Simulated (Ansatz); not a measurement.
# CdNiSe3 (Pm-3m) in Ansatz: a series of runs

One crystal, CdNiSe3, is run at these levels: PBEsol, revPBE, RPBE; tasks: relaxation of cell and atoms.

Everything below comes from runs of Ansatz 0.2.0. Logs are shortened: lines on timing, memory, paths and dates and some standing lists are left out, and cuts for length are marked.

## (1) The crystal as given

It takes space group Pm-3m (No. 221, cubic). The conventional cell has a = 4.767 Å, b = 4.767 Å, c = 4.767 Å, α = 90.00°, β = 90.00°, γ = 90.00°. Around Cd (site symmetry m-3m) lie 12 Se at 3.37 Å. Around Ni (site symmetry m-3m) lie 6 Se at 2.38 Å. Se (site symmetry 4/mmm) has 2 Ni at 2.38 Å as nearest neighbours.

The cell was built by a generator and needn't be a form met in nature.

## (2) Relaxation of cell and atoms, PBEsol, collinear spin, ferromagnetic start

Contents of input.yaml:

```yaml
crystal:
  lattice:
    - [4.76738, 0.0, 0.0]
    - [0.0, 4.76738, 0.0]
    - [0.0, 0.0, 4.76738]
  atoms:
    - { symbol: Cd, position: [0.5, 0.5, 0.5] }
    - { symbol: Ni, position: [0.0, 0.0, 0.0], spin: 1.0 }
    - { symbol: Se, position: [0.5, 0.0, 0.0] }
    - { symbol: Se, position: [0.0, 0.5, 0.0] }
    - { symbol: Se, position: [0.0, 0.0, 0.5] }
hamiltonian:
  xc: pbesol
  pseudopotentials: { kind: paw }
magnetization:
  spin_polarized: true
kpoints:
  mp_grid: { grid: [5, 5, 5] }
scf:
  occupations: { method: fermi_dirac, width: 0.05 }
output:
  forces: true
  stress: true
  eigenvalues: true
  write_density: true
  write_potential: true
  elf: true
  volumetric_format: npy
relax:
  f_tol: 0.01
  max_steps: 40
  cell: { stress_tol: 0.05 }
```

Potentials or basis: Ansatz PAW.

Started as:

```console
$ ansatz run input.yaml --threads 2 --pin off --max-ram 5632MiB --backend cpu --events-out ev --progress --plain --runs-dir out
```

The log of the run:

```text
Warning: RAYON_NUM_THREADS=2 ignored (pool sized by the plan → 2); use --threads N
Engine: ansatz 0.2.0, aarch64-unknown-linux-gnu
Pseudopotentials: kind: paw
Pseudopotential: Cd, paw, valence charge 20, recommended cutoff 420 eV (normal), Cd.paw.azcp
Pseudopotential: Ni, paw, valence charge 18, recommended cutoff 420 eV (normal), Ni.paw.azcp
Pseudopotential: Se, paw, valence charge 16, recommended cutoff 420 eV (normal), Se.paw.azcp
Functional definition: PBEsol
  exchange = pbesol_x
  correlation = pbesol_c
Crystal: 5 atoms, lattice volume = 108.353 Å³
Basis set: ecut = 420 eV, 2103 PW (Γ), exchange–correlation on 64×64×64 points (8 copies of the dense FFT grid, shifted against one another)
Bands: 53, of which v1, the nominal top of the filled ones, is band 43 counted from 1 (42 counted from 0)
Symmetry: 48 space group operations
Space group: Pm-3m (ITA 221), of the structure as read, at distance tolerance 4.8e-5 Å
Magnetic group: BNS 221.92 (UNI 1594), of the structure as read, at distance tolerance 4.8e-5 Å
k-points: 10 of 125
Non-local potential: Cd, projectors of the file, l = 0: 3, l = 1: 2, l = 2: 2, l = 3: 1
Non-local potential: Ni, projectors of the file, l = 0: 3, l = 1: 2, l = 2: 3, l = 3: 1
Non-local potential: Se, projectors of the file, l = 0: 2, l = 1: 2, l = 2: 3, l = 3: 1
PAW form: soft (Blöchl's): semilocal exchange-correlation on the pseudo side does not see the compensation charge
PAW frozen core: Cd, regenerated for the run's functional, and the local potential with it (the file was generated under x = pbe(κ = 0.804, μ = 0.2195149727645171), c = pbe(β = 0.06672455060314922))
PAW frozen core: Ni, regenerated for the run's functional, and the local potential with it (the file was generated under x = pbe(κ = 0.804, μ = 0.2195149727645171), c = pbe(β = 0.06672455060314922))
PAW frozen core: Se, regenerated for the run's functional, and the local potential with it (the file was generated under x = pbe(κ = 0.804, μ = 0.2195149727645171), c = pbe(β = 0.06672455060314922))
PAW one-centre angular grid: Cd, 590 points (default); XC on 64 Gauss nodes
PAW one-centre angular grid: Ni, 590 points (default); XC on 64 Gauss nodes
PAW one-centre angular grid: Se, 590 points (default); XC on 64 Gauss nodes
Initial density: superposition of atomic densities (chi_scale 0.1, normalization cell, long waves kept (reshape's long-wave potential 0.02 eV rms))
Starting moments: Σ|m| = 1 μB on 1 of 5 sites
Initial wavefunctions: pseudopotential atomic-orbital guess
Functional: x = pbesol(κ = 0.804, μ = 0.12345679012345678), c = pbesol(β = 0.046)
SCF iter   1: F=—  HF=-30261.225808 eV  |F-HF|=—  |Δ(HF+E_count)|=         —  Δρ=4.49e-2 (↑4.49e-2 ↓4.04e-2)  dr2=7.19e0  dr2_m=1.28e-2  M=1.023 μB ∫|m|=1.121 μB  β_m=0.30  ethr=3.10e-3  ⟨swp⟩=6.2  Hψ=3723  notcnv=0  defer=5
Mixer restart at iter 1: flushing history
preconditioner: auto → Kerker (q_TF=auto, 2.625 Å⁻¹)  [metal: Δε(μ)=0.010 eV  Ē_g=10.694 eV  σ=0.050 eV  W_gap=0.05  n_scr=26 (ndim 8)  ℏωp=22.6 eV  f_vac=0.012  D(μ)=5.13/eV (n_scr^D=32)]
spin=Collinear: Kerker preconditioning applied to the charge; magnetization (m = ρ↑ − ρ↓) channel mixes plain (no charge-response kernel on spin).
SCF iter   2: F=—  HF=-30259.118217 eV  |F-HF|=—  |Δ(HF+E_count)|=    2.11e0  Δρ=2.62e-2 (↑1.36e-2 ↓2.62e-2)  dr2=1.11e0  dr2_m=1.17e-1  M=0.761 μB ∫|m|=0.872 μB  β_m=0.28  ethr=3.10e-3  ⟨swp⟩=2.7  Hψ=2225  notcnv=0  defer=49
SCF iter   3: F=—  HF=-30259.501646 eV  |F-HF|=—  |Δ(HF+E_count)|=   3.83e-1  Δρ=2.03e-2 (↑1.16e-2 ↓2.03e-2)  dr2=5.00e-1  dr2_m=1.43e-1  M=0.627 μB ∫|m|=0.790 μB  β_m=0.16  ethr=1.29e-3  ⟨swp⟩=2.4  Hψ=1569  notcnv=0  defer=47
SCF iter   4: F=—  HF=-30259.787405 eV  |F-HF|=—  |Δ(HF+E_count)|=   2.86e-1  Δρ=2.21e-2 (↑9.40e-3 ↓2.21e-2)  dr2=4.31e-1  dr2_m=1.64e-1  M=0.476 μB ∫|m|=0.684 μB  β_m=0.53  ethr=5.81e-4  ⟨swp⟩=2.0  Hψ=1187  notcnv=0  defer=47
SCF iter   5: F=-30260.413146 eV  HF=-30260.694939 eV  |F-HF|=2.82e-1  |Δ(HF+E_count)|=   9.08e-1  Δρ=1.82e-2 (↑1.82e-2 ↓4.52e-3)  dr2=2.08e-1  dr2_m=7.68e-2  M=0.299 μB ∫|m|=0.459 μB  β_m=0.67  ethr=5.02e-4  ⟨swp⟩=3.0  Hψ=2276  notcnv=0  defer=47
SCF iter   6: F=-30260.398728 eV  HF=-30260.749592 eV  |F-HF|=3.51e-1  |Δ(HF+E_count)|=         —  Δρ=1.48e-2 (↑2.82e-3 ↓1.48e-2)  dr2=3.21e-1  dr2_m=3.86e-2  M=0.015 μB ∫|m|=0.097 μB  β_m=0.67  ethr=2.42e-4  ⟨swp⟩=2.9  Hψ=2296  notcnv=0  defer=46
Mixer restart at iter 6: flushing history
SCF iter   7: F=—  HF=-30260.783408 eV  |F-HF|=—  |Δ(HF+E_count)|=   3.38e-2  Δρ=1.97e-2 (↑1.97e-2 ↓1.43e-2)  dr2=7.24e-1  dr2_m=7.65e-3  M=0.023 μB ∫|m|=0.063 μB  β_m=0.36  ethr=2.42e-4  ⟨swp⟩=3.2  Hψ=2248  notcnv=0  defer=46  recentre
[... 78 lines left out ...]
SCF iter   5: F=—  HF=-30260.783769 eV  |F-HF|=—  |Δ(HF+E_count)|=   9.50e-8  Δρ=4.54e-6 (↑4.54e-6 ↓4.53e-6)  dr2=6.33e-8  dr2_m=1.57e-14  M=-0.000 μB ∫|m|=0.000 μB  β_m=0.54  ethr=1.47e-11  ⟨swp⟩=2.0  Hψ=1914  notcnv=0
SCF iter   6: F=—  HF=-30260.783769 eV  |F-HF|=—  |Δ(HF+E_count)|=   1.20e-7  Δρ=2.47e-6 (↑2.47e-6 ↓2.47e-6)  dr2=3.11e-8  dr2_m=6.93e-15  M=-0.000 μB ∫|m|=0.000 μB  β_m=0.77  ethr=1.47e-11  ⟨swp⟩=2.5  Hψ=1948  notcnv=0
SCF iter   7: F=—  HF=-30260.783769 eV  |F-HF|=—  |Δ(HF+E_count)|=   4.90e-8  Δρ=1.89e-6 (↑1.89e-6 ↓1.89e-6)  dr2=1.62e-8  dr2_m=4.31e-15  M=-0.000 μB ∫|m|=0.000 μB  β_m=0.72  ethr=1.47e-11  ⟨swp⟩=2.0  Hψ=1886  notcnv=0
SCF iter   8: F=—  HF=-30260.783769 eV  |F-HF|=—  |Δ(HF+E_count)|=   7.59e-9  Δρ=5.32e-7 (↑5.32e-7 ↓5.30e-7)  dr2=1.18e-9  dr2_m=2.27e-15  M=-0.000 μB ∫|m|=0.000 μB  β_m=0.86  ethr=1.47e-11  ⟨swp⟩=2.0  Hψ=1396  notcnv=0
SCF iter   9: F=—  HF=-30260.783769 eV  |F-HF|=—  |Δ(HF+E_count)|=  8.19e-10  Δρ=1.48e-7 (↑1.48e-7 ↓1.48e-7)  dr2=8.75e-11  dr2_m=3.29e-16  M=-0.000 μB ∫|m|=0.000 μB  β_m=0.93  ethr=1.37e-12  ⟨swp⟩=2.0  Hψ=1898  notcnv=0
SCF iter  10: F=—  HF=-30260.783769 eV  |F-HF|=—  |Δ(HF+E_count)|=  1.64e-10  Δρ=9.03e-8 (↑9.01e-8 ↓9.03e-8)  dr2=2.99e-11  dr2_m=1.58e-16  M=-0.000 μB ∫|m|=0.000 μB  β_m=0.97  ethr=1.00e-12  ⟨swp⟩=2.0  Hψ=1152  notcnv=0
SCF iter  11: F=-30260.783769 eV  HF=-30260.783769 eV  |F-HF|=3.64e-11  |Δ(HF+E_count)|=  1.82e-11  Δρ=7.70e-8 (↑7.70e-8 ↓7.69e-8)  dr2=2.24e-11  dr2_m=7.09e-17  M=-0.000 μB ∫|m|=0.000 μB  ethr=1.00e-12  ⟨swp⟩=4.1  Hψ=4720  notcnv=0
the starting moments were not kept: the SCF closed with an absolute magnetisation of 8.5e-8 μB, where they sum to 1 μB in size (1 site). That is at most 0.1 of that sum. Measured as dr2_m measures the in/out step, that magnetisation stands 5.5e-16 eV from none, at or under the dr2_threshold of 5.0e-11 eV: it is no larger than a step whose dr2_m would equal this threshold.
SCF 5 converged in 11 iterations: F = -30260.783769 eV  dr2 = 2.24e-11
relax step   5: F+E_penalty+E_count = -30260.78376893 eV  Δ(F+E_penalty+E_count) = +1.048e-3 eV  max|allowed force component| = 1.223e-28 eV/Å  Δτ_max = 0.0000 Å  P = +0.004 GPa  Ω = 102.320 Å³  stress off target by 3.99e-3 GPa  SCF on the basis re-selected at this cell (its energy is not comparable with the rows above)  (11 SCF iters)
basis re-selected at this cell: Δ(F+E_penalty+E_count) = +1.048e-3 eV, ΔP = +0.005 GPa vs the last step (what re-selecting the basis moved, of the pressure what is left beyond the Pulay correction that the steps carried, after the strain that the cell walked since its last selection, with what the two solves' SCF thresholds leave and, on support functions, any second-order correction that the steps lacked; it is no measure of the basis error at this ecutwfc). This SCF's stress stands 3.99e-3 GPa from its target on what of the cell is left free (relax.cell.stress_tol is 5.00e-2 GPa) and its largest allowed force component is 1.22e-28 eV/Å (relax.f_tol is 1.00e-2 eV/Å): within both
SCF converged after 11 iterations
Magnetization: -0.0000 μB (43.0000 up, 43.0000 down)
Absolute magnetization: 0.0000 μB (∫|ρ↑−ρ↓|, with the PAW one-centre terms)
Spin contamination: 0.0000 ħ² per cell (⟨S²⟩ above its minimum at these occupations)
Per-site moments (μB) at R_I (Å): [(1.348275777045338e-9, 1.364255205775943), (-5.623266296339494e-9, 0.9646741072732181), (-1.3859305391250868e-8, 0.9646741072732181), (-1.3859305513610666e-8, 0.9646741072732181), (-1.3859305429959842e-8, 0.9646741072732181)]
Free energy (F): -30260.783769 eV
Harris-Foulkes:  -30260.783769 eV  (|F-HF|=3.64e-11)
Internal energy: -30260.740568 eV  (E = F + TS)
E sigma→0 (E₀):  -30260.762168 eV
Entropy (-TS):   -0.043201 eV (-8.640 meV/atom)
Fermi energy:    10.716030 eV
--- Per-component energies (eV) ---
  E_band       = -1897.490174
  E_kinetic    = 1143.747142
  E_local      = -14630.183581  (includes V_loc(G=0)·N_el)
  E_nonlocal   = -1096.146534
  E_hartree    = 6864.750403
  E_xc         = -567.809037
  E_vxc        = -621.806630  (∫ρ·V_xc dr)
  E_paw        = -11219.265974  (= ΣΔE_a)
  E_vpaw       = -422.599785  (= ΣTr[D̂ρ^β])
  E_aug_tail   = -0.001191  (compensation charges beyond the density's cutoff)
  E_ewald      = -10759.396396
  E_core_change = 3.564600  (= ΣΔE_core)
  E_smearing   = -0.043201  (= −TS)
  E_closure    = 0.000000  (closes the sum)
  Σ components = -30260.783769   (vs F -30260.783769, Δ=0.00e0)
--- Forces (eV/Å), atoms counted from 1 ---
  atom   1  Cd     0.00000000     0.00000000     0.00000000
  atom   2  Ni    -0.00000000     0.00000000     0.00000000
  atom   3  Se    -0.00000000     0.00000000    -0.00000000
  atom   4  Se     0.00000000    -0.00000000    -0.00000000
  atom   5  Se    -0.00000000    -0.00000000    -0.00000000
  max |Σ_I F_I| component: 1.46e-28 eV/Å
--- Stress (GPa, compression-positive) ---
        0.003989       0.000000       0.000000
        0.000000       0.003989      -0.000000
        0.000000      -0.000000       0.003989
  P = ⅓ Tr σ = 0.0040 GPa (0.040 kbar)
--- Band table (eV; the first three rows and the last of 20) ---
  k-point 0 ↑: bands = ["-92.2210", "-91.3545", "-52.7939", "-52.7939", "-52.7939", "-52.4516", "-52.4516", "-52.4516", "-36.9762", "-36.9734", "-36.9734", "-36.9494", "-36.9494", "-36.9494", "-36.9434", "-36.9434", "-36.9434", "-36.8944", "-36.8944", "-36.8943", "-36.8943", "-36.8943", "-36.8916", "-3.8109", "-1.2973", "-1.2973", "2.6760", "2.6760", "2.6760", "2.7108", "2.7108", "5.7944", "5.7944", "5.7944", "8.6375", "8.6375", "8.6375", "9.0359", "9.2380", "9.2380", "9.8842", "9.8842", "9.8842", "10.6540", "10.6540", "10.6540", "14.4782", "16.6943", "16.6943", "17.9635", "17.9635", "17.9635", "18.4001"]
  k-point 1 ↑: bands = ["-92.2210", "-91.3545", "-52.7940", "-52.7939", "-52.7939", "-52.4517", "-52.4516", "-52.4516", "-36.9758", "-36.9734", "-36.9733", "-36.9494", "-36.9488", "-36.9488", "-36.9439", "-36.9439", "-36.9434", "-36.8944", "-36.8943", "-36.8943", "-36.8943", "-36.8942", "-36.8918", "-3.6371", "-1.5244", "-1.2715", "2.6479", "2.6479", "2.6747", "2.6773", "2.7163", "5.6456", "5.9968", "5.9968", "8.2779", "8.2779", "8.3631", "8.6390", "9.2384", "9.6625", "9.9929", "10.0618", "10.0618", "10.5923", "10.5923", "10.6494", "15.5870", "16.1508", "17.2082", "17.2082", "17.5663", "18.1365", "18.6230"]
  k-point 2 ↑: bands = ["-92.2210", "-91.3545", "-52.7942", "-52.7939", "-52.7939", "-52.4517", "-52.4516", "-52.4516", "-36.9753", "-36.9734", "-36.9731", "-36.9494", "-36.9473", "-36.9473", "-36.9454", "-36.9454", "-36.9434", "-36.8944", "-36.8943", "-36.8943", "-36.8943", "-36.8936", "-36.8924", "-3.2244", "-2.0330", "-1.2287", "2.6049", "2.6049", "2.6145", "2.6794", "2.7277", "5.7956", "6.4915", "6.4915", "7.0976", "7.5912", "7.5912", "8.6415", "9.2417", "9.3545", "10.1964", "10.1964", "10.4608", "10.6205", "10.6205", "12.0341", "14.4894", "16.4655", "16.4655", "17.5486", "18.5804", "19.5486", "20.3114"]
  k-point 9 ↓: bands = ["-92.2211", "-91.3545", "-52.7942", "-52.7942", "-52.7942", "-52.4517", "-52.4517", "-52.4517", "-36.9733", "-36.9731", "-36.9731", "-36.9470", "-36.9467", "-36.9467", "-36.9460", "-36.9460", "-36.9457", "-36.8952", "-36.8939", "-36.8939", "-36.8935", "-36.8935", "-36.8932", "-2.2023", "-1.8992", "-1.8992", "2.7016", "2.7016", "2.7190", "2.7471", "2.7471", "3.7209", "5.7103", "5.8828", "5.8828", "6.7326", "6.7326", "9.0758", "9.6184", "9.6184", "9.9665", "11.3878", "11.3878", "11.5640", "13.2955", "13.2955", "17.0138", "17.1185", "18.0976", "18.0976", "18.3852", "18.3852", "20.4663"]
--- Relaxed structure (4 steps of the walk, 4 accepted, 1 SCFs on fresh bases) ---
  F+E_penalty+E_count = -30260.78376893 eV   max|allowed force component| = 1.223e-28 eV/Å   (the final SCF, on the basis selected at the relaxed cell)
  cell:  # Å, volume = 102.3199 Å³
    - [4.677207792839846, 5.055566104016494e-34, -2.5679065925163143e-34]
    - [5.055566104016494e-34, 4.677207792839846, 0.0]
    - [-2.5679065925163143e-34, 0.0, 4.677207792839846]
  atoms:
    - { symbol: Cd, position: [0.49999999999999994, 0.49999999999999994, 0.49999999999999994] }
    - { symbol: Ni, position: [-3.366506593339625e-36, -1.0520333107025682e-37, 2.1040666207748814e-37] }
    - { symbol: Se, position: [0.49999999999999994, 4.997158224076382e-37, -1.2861343784963645e-47] }
    - { symbol: Se, position: [-6.733013186857142e-36, 0.49999999999999994, 2.104066620805499e-37] }
    - { symbol: Se, position: [-6.733013186812747e-36, 9.205291466052383e-37, 0.49999999999999994] }
```

Run time: 32 s. Hardware: 2 threads of Arm Neoverse V2, shared host; peak memory 0.46 GiB.

What came out:

```yaml
Free_energy: -30260.7838 eV
Relaxed_volume: 20.46 Å³/atom
Relaxed_cell: a = 4.677 Å, b = 4.677 Å, c = 4.677 Å, α = 90.00°, β = 90.00°, γ = 90.00°
Space_group_after_relaxing_to_0.05_Å: Pm-3m (No. 221)
Energy_gained_by_relaxing: 15.5 meV/atom
Ionic_steps: 5
Pressure_after_relaxing: 0.0 GPa
Band_gap_on_the_k_mesh: none (metal or under the smearing width)
Net_moment: 0.00 μB per cell
Absolute_moment: 0.00 μB per cell
```

The path:
| step | energy change (eV) | largest force (eV/Å) | volume (Å³) |
| --- | --- | --- | --- |
| 1 | 0.0000 | 0.0000 | 108.35 |
| 2 | -0.0768 | 0.0000 | 103.19 |
| 3 | -0.0787 | 0.0000 | 102.22 |
| 4 | -0.0787 | 0.0000 | 102.32 |
| 5 | -0.0777 | 0.0000 | 102.32 |

Final structure:
```yaml
crystal:
  lattice:
    - [4.67721, 0.00000, 0.00000]
    - [0.00000, 4.67721, 0.00000]
    - [0.00000, 0.00000, 4.67721]
  atoms:
    - { symbol: Cd, position: [0.50000, 0.50000, 0.50000] }
    - { symbol: Ni, position: [0.00000, 0.00000, 0.00000] }
    - { symbol: Se, position: [0.50000, 0.00000, 0.00000] }
    - { symbol: Se, position: [0.00000, 0.50000, 0.00000] }
    - { symbol: Se, position: [0.00000, 0.00000, 0.50000] }
```

Levels at points of the mesh, in eV from the Fermi level:
Spin up:
| k point | band 41 | band 42 | band 43 | band 44 | band 45 | band 46 |
| --- | --- | --- | --- | --- | --- | --- |
| (0.00, 0.00, 0.00) | -0.83 | -0.83 | -0.83 | -0.06 | -0.06 | -0.06 |
Spin down:
```
           k point  band 40  band 41  band 42  band 43  band 44  band 45  band 46  band 47
(0.00, 0.00, 0.00)    -1.48    -0.83    -0.83    -0.83    -0.06    -0.06    -0.06     3.76
```

Caveat: the plane-wave basis is chosen anew once the cell has moved, so the energies of steps on either side of that aren't comparable; the PAW data sets come from PBE, with cores solved anew for the run's functional, which leaves a small shift of forces and pressure; the starting moments weren't kept. With open d or f shells a metallic result of PBEsol can be an artefact of self-interaction; +U or a hybrid may open a gap.

## (3) Relaxation of cell and atoms, revPBE, collinear spin, ferromagnetic start

Changes to input.yaml since step 2:

```diff
@@ -12,3 +12,3 @@
 hamiltonian:
-  xc: pbesol
+  xc: revpbe
   pseudopotentials: { kind: paw }
```

Potentials or basis: Ansatz PAW.

Started as:

```console
$ ansatz run input.yaml --threads 2 --pin off --max-ram 5632MiB --backend cpu --events-out ev --progress --plain --runs-dir out
```

Wall time 26 s (2 threads of Arm Neoverse V2, shared host); peak memory 0.48 GiB.

The run converged. Its results:

```
Free energy                            : -30522.8065 eV
Relaxed volume                         : 22.23 Å³/atom
Relaxed cell                           : a = 4.808 Å, b = 4.808 Å, c = 4.808 Å, α = 90.00°, β = 90.00°, γ = 90.00°
Space group after relaxing (to 0.05 Å) : Pm-3m (No. 221)
Energy gained by relaxing              : 2.8 meV/atom
Ionic steps                            : 4
Pressure after relaxing                : 0.0 GPa
Band gap on the k mesh                 : none (metal or under the smearing width)
Net moment                             : 0.00 μB per cell
Absolute moment                        : 0.00 μB per cell
```

The path:
```csv
step,energy change (eV),largest force (eV/Å),volume (Å³)
1,0.0000,0.0000,108.35
2,-0.0130,0.0000,110.56
3,-0.0135,0.0000,111.14
4,-0.0140,0.0000,111.14
```

Final structure:
```yaml
crystal:
  lattice:
    - [4.80791, 0.00000, 0.00000]
    - [0.00000, 4.80791, 0.00000]
    - [0.00000, 0.00000, 4.80791]
  atoms:
    - { symbol: Cd, position: [0.50000, 0.50000, 0.50000] }
    - { symbol: Ni, position: [0.00000, 0.00000, 0.00000] }
    - { symbol: Se, position: [0.50000, 0.00000, 0.00000] }
    - { symbol: Se, position: [0.00000, 0.50000, 0.00000] }
    - { symbol: Se, position: [0.00000, 0.00000, 0.50000] }
```

Levels at points of the mesh, in eV from the Fermi level:
Spin up:
```csv
k point,band 39,band 40,band 41,band 42,band 43,band 44,band 45,band 46,band 47,band 48
"(0.00, 0.00, 0.00)",-1.29,-1.29,-0.75,-0.75,-0.75,-0.06,-0.06,-0.06,3.37,6.12
```
Spin down:
| k point | band 41 | band 42 | band 43 | band 44 | band 45 | band 46 |
| --- | --- | --- | --- | --- | --- | --- |
| (0.00, 0.00, 0.00) | -0.75 | -0.75 | -0.75 | -0.06 | -0.06 | -0.06 |

Caveat: the plane-wave basis is chosen anew once the cell has moved, so the energies of steps on either side of that aren't comparable; the PAW data sets come from PBE, with cores solved anew for the run's functional, which leaves a small shift of forces and pressure; the starting moments weren't kept. With open d or f shells a metallic result of revPBE can be an artefact of self-interaction; +U or a hybrid may open a gap.

(Continued in part 2 of 2.)
